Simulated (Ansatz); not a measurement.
**ZrIn: how the settings move a single-point run**

How sensitive is a single-point run of ZrIn to its settings? A reference run comes first, then one run with altered input.

Computed with Ansatz 0.2.0 (reference: DFT, LDA, PAW with Ansatz's default frozen-core files, scalar-relativistic, unless a step's input says otherwise).

### 1 The structure to begin with

It takes space group P4/mmm (No. 123, tetragonal). The conventional cell has a = 3.141 Å, b = 3.141 Å, c = 4.454 Å, α = 90.00°, β = 90.00°, γ = 90.00°. Zr (site symmetry 4/mmm) has 4 Zr at 3.14 Å and 8 In at 3.15 Å as nearest neighbours. In (site symmetry 4/mmm) has 4 In at 3.14 Å and 8 Zr at 3.15 Å as nearest neighbours.

As a file:

```cif
data_structure
_symmetry_space_group_name_H-M 'P 1'
_symmetry_Int_Tables_number 1
_cell_length_a 3.1406
_cell_length_b 3.1406
_cell_length_c 4.4541
_cell_angle_alpha 90.000
_cell_angle_beta 90.000
_cell_angle_gamma 90.000
_cell_volume 43.93
loop_
_atom_site_label
_atom_site_type_symbol
_atom_site_fract_x
_atom_site_fract_y
_atom_site_fract_z
_atom_site_occupancy
Zr1 Zr 0.00000 0.00000 0.00000 1
In1 In 0.50000 0.50000 0.50000 1
```

### 2 Baseline

Input file input.yaml:

```yaml
crystal:
  lattice:
    - [3.14064916, 0.0, 0.0]
    - [0.0, 3.14064916, 0.0]
    - [0.0, 0.0, 4.45410072]
  atoms:
    - { symbol: Zr, position: [0.0, 0.0, 0.0], spin: 0.5 }
    - { symbol: In, position: [0.5, 0.5, 0.5] }
magnetization:
  spin_polarized: true
  initial_magnetization: 0.5
  spin_locking: { lock_magnetization: hard }
kpoints:
  mp_grid: { grid: [12, 12, 9] }
scf:
  occupations: { method: fermi_dirac, width: 0.05 }
  lower_state_search: "off"
hamiltonian:
  xc: lda
  pseudopotentials: { kind: paw }
output:
  forces: true
  stress: true
  eigenvalues: true
```

Launch:

```bash
ansatz run input.yaml --threads 1 --pin off --max-ram 3072MiB --backend cpu --events-out ev --progress --plain --runs-dir out
```

### 3 Changed: occupations.method methfessel_paxton, occupations.width 0.1

input.yaml: that of step 2 with these lines changed.

```diff
@@ -15,3 +15,3 @@
 scf:
-  occupations: { method: fermi_dirac, width: 0.05 }
+  occupations: { method: methfessel_paxton, width: 0.1 }
   lower_state_search: "off"
```

Q: Predict the outcome of this session. Wanted: for each run, ending; energy change; pressure; abs. moment; force.

As calculated:

| run | ending | energy change | pressure (GPa) | abs. moment (μB) | force (eV/Å) | cycles | time |
| --- | --- | --- | --- | --- | --- | --- | --- |
| reference | converged | 0 | -5.8 | 0.50 | 0.00 | 8 | 17 s |
| 1: occupations.method methfessel_paxton, occupations.width 0.1 | converged | +0.2 meV/atom (σ→0) | -5.8 | 0.50 | 0.00 | 8 | 14 s |

Residual by cycle in the longest SCF loop of each run; runs are numbered as in the table. The quantity is the density residual dr2, in eV.

| cycle | reference | run 1 |
| --- | --- | --- |
| 1 | 0.873 | 0.875 |
| 2 | 0.467 | 0.468 |
| 3 | 0.0239 | 0.0245 |
| 4 | 9.1e-4 | 8.2e-4 |
| 5 | 4.5e-5 | 4.4e-5 |
| 6 | 3.6e-6 | 3.4e-6 |
| 7 | 4.7e-8 | 4.2e-8 |
| 8 | 2.3e-9 | 2.4e-9 |

Changing the smearing hardly moves the energy: +0.2 meV/atom.
